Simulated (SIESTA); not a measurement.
Runs of SIESTA 5.4.2 on AlSn. Symmetry: P-6m2, No. 187, hexagonal system. Conventional cell: a = 4.198 Å, b = 4.198 Å, c = 3.307 Å, α = 90.00°, β = 90.00°, γ = 120.00°. Around Sn (site symmetry -6m2) lie 6 Al at 2.93 Å and 2 Sn at 3.31 Å. Al (site symmetry -6m2) is surrounded by 6 Sn at 2.93 Å and 2 Al at 3.31 Å. The cell comes from a database or a generator and needn't be the stable form of this composition.

| level | gap on the mesh (eV) | pressure (GPa) |
| --- | --- | --- |
| optB88-vdW | none | 1.7 |
| vdW-DF-cx | none | -0.5 |
| vdW-DF | none | (a) |
| VV10 | none | 2.0 |
| vdW-DF-C09 | none | (b) |
| vdW-DF2 | none | 6.2 |

Alike in all rows: task single point; potentials or basis PseudoDojo 0.4 standard (PBE files), DZP (energy shift 0.003 Ry; two zetas on semicore shells); no spin polarisation; cell as given; k mesh 7 × 7 × 8; smearing fermi-dirac 0.05 eV; grid cutoff 500 Ry; energy shift 0.003 Ry.

Q: Fill in the values left out.

A: (a) 3.5; (b) -0.7.

Caveats: the potentials were made for another functional, which shifts forces and pressure; the basis of atomic orbitals isn't converged, which shifts pressures, moduli and gaps; the non-local part is tabulated coarsely and may be off by about a percent (some runs).

A k mesh can miss the band edges, and the runs leave out spin-orbit coupling on Sn.

A gap of «none» marks a metal or a gap under the smearing width.

Runs at the PBE level aren't shown here.
